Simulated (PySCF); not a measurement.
# C3H7FOSi: the cost of one run

Programs: PySCF 2.14.0, with density-fitted response routines of our own. Each step states its level of theory. These are calculated values for one molecule in the gas phase, unless marked as measured. Atoms are numbered from 0 throughout.

## 1. Starting geometry

13 atoms, charge 0, multiplicity 1; geometry from: GFN2-xTB. The atoms were then displaced at random by about 0.01 Å, so the start is not that level's minimum.

Bonds of the start (Å): C0–O1 1.42, O1–C2 1.41, C2–Si3 1.85, Si3–C4 1.90, C4–F5 1.37, C4–C2 1.53, C0–H6 1.09, C0–H7 1.07, C0–H8 1.12, C2–H9 1.09, Si3–H10 1.48, Si3–H11 1.45, C4–H12 1.06.

## 2. Geometry optimisation at PBE0-D3(BJ)/def2-SVP

What the job is given:

```
{"job": {"xc": "PBE0", "basis": "def2-SVP", "d3": "d3bj", "grid": 1, "shake": 0.01, "kind": "geom"}, "charge": 0, "multiplicity": 1}
C      2.026590     0.016120    -0.396640
O      1.050700    -0.019340     0.639790
C     -0.213380     0.494140     0.272150
Si    -1.686120    -0.150730     1.194940
C     -1.091770    -0.418880    -0.585450
F     -1.701770     0.206850    -1.646240
H      1.678540    -0.516470    -1.281820
H      2.934100    -0.402190    -0.018880
H      2.200420     1.085230    -0.675510
H     -0.156100     1.527640    -0.059030
H     -2.829050     0.772680     1.365150
H     -1.526170    -1.273710     2.099790
H     -0.680170    -1.338230    -0.918570
```

Started as:

```sh
OMP_NUM_THREADS=1 python probes_run.py task.json out
```

The driver reads the jobs from task.json and runs them one after another.

Q: Estimate the wall time and peak memory of this first job on 1 thread of Arm Neoverse V2, shared host.

About 59 s, with a peak of 0.52 GiB.
